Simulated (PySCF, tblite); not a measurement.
# C8H9FSi: geometry, infrared bands and NMR shifts

Wanted: the infrared bands and NMR shifts of C8H9FSi (`C#C[C@H]1C/C(=C\F)[SiH2]C1=C`), by calculation.

The runs use tblite 0.8.0 and PySCF 2.14.0, with density-fitted response routines of our own; the level of theory stands in each step. All values are computed, except where a source is named. Atoms count from 0, in the outputs and in this text.

### 1 The molecule as given

19 atoms, charge 0, multiplicity 1; geometry from: force field or distance geometry start.

Bonds of the start (Å): C0–C1 1.21, C1–C2 1.47, C2–C3 1.55, C3–C4 1.53, C4–C5 1.33, C5–F6 1.35, C4–Si7 1.86, Si7–C8 1.88, C8–C9 1.35, C8–C2 1.53, C0–H10 1.06, C2–H11 1.10, C3–H12 1.09, C3–H13 1.10, C5–H14 1.08, Si7–H15 1.49, Si7–H16 1.48, C9–H17 1.08, C9–H18 1.09.

### 2 Optimising the geometry with GFN2-xTB

The job: settings as JSON, then the geometry in Å.

```
{"job": {"kind": "relax", "xc": "GFN2-xTB", "basis": "xTB"}, "charge": 0, "multiplicity": 1}
C      1.444400     2.389800     1.219200
C      0.723900     1.801100     0.443400
C     -0.131700     1.061600    -0.491400
C      0.645700    -0.033100    -1.259200
C      0.690200    -1.310700    -0.413800
C      1.671300    -2.207100    -0.427400
F      2.746000    -2.069400    -1.235200
Si    -0.814500    -1.346300     0.670900
C     -1.293900     0.421300     0.261600
C     -2.486300     0.999700     0.526200
H      2.059000     2.917900     1.900600
H     -0.529100     1.777500    -1.231900
H      0.123100    -0.264200    -2.183400
H      1.660500     0.300600    -1.512600
H      1.752100    -3.096800     0.173200
H     -1.833500    -2.312900     0.177400
H     -0.474800    -1.524100     2.101000
H     -3.282200     0.473000     1.041100
H     -2.680000     2.031300     0.232900
```

On the command line:

```
$ OMP_NUM_THREADS=1 python probes_run.py task.json out
```

One launch serves the whole session: the jobs run in the order shown.

**Question.** This job is followed by: GFN2-xTB harmonic vibrations, gas phase; GIAO PBE0/pcSseg-1 NMR shielding, non-relativistic, gas phase. Predict these results of the whole session: strongest single infrared mode (GFN2-xTB); zero-point energy (GFN2-xTB); 13C shifts against TMS (PBE0/pcSseg-1); 1H shifts against TMS (PBE0/pcSseg-1); 19F shifts against CFCl3 (PBE0/pcSseg-1); 29Si shifts against TMS (PBE0/pcSseg-1); surface potential, 1st and 99th percentile.

As calculated:

| quantity | value |
| --- | --- |
| strongest single infrared mode (GFN2-xTB) | 2243 cm⁻¹, 367 km/mol |
| zero-point energy (GFN2-xTB) | 85.3 kcal/mol |
| 13C shifts against TMS (PBE0/pcSseg-1) | 162.1, 156.0, 136.5, 118.7, 91.3, 79.4, 43.8, 38.7 ppm |
| 1H shifts against TMS (PBE0/pcSseg-1) | 6.86, 6.47, 5.97, 4.94, 4.73, 3.46, 3.28, 2.43, 1.72 ppm |
| 19F shifts against CFCl3 (PBE0/pcSseg-1) | -83.6 ppm |
| 29Si shifts against TMS (PBE0/pcSseg-1) | -52.1 ppm |
| surface potential, 1st and 99th percentile | -0.90 V and 1.33 V |

Over 87 steps the energy fell by 0.141 eV; of the close pairs, C4–Si7 changed most, 1.855 to 1.885 Å. All 51 modes are real, so the xTB geometry is a minimum. The strongest single mode, at 2243 cm⁻¹, moves mainly H15. GFN2-xTB is a fitted tight-binding method: band positions and strengths are rough. Its intensities can rank the bands wrongly. H14 (hydrogen on an alkene CH) lies farthest downfield among hydrogen, at 6.86 ppm; olefinic region. At PBE0/pcSseg-1: The largest span, 313 ppm, is at C1, where the paramagnetic term is -170 ppm. By nearest atom (PBE0/pcSseg-1), the HOMO sits on C4, C5 about 27 % each; F6 10 % and the LUMO on C8, C9 about 18 % each; C5 10 %.
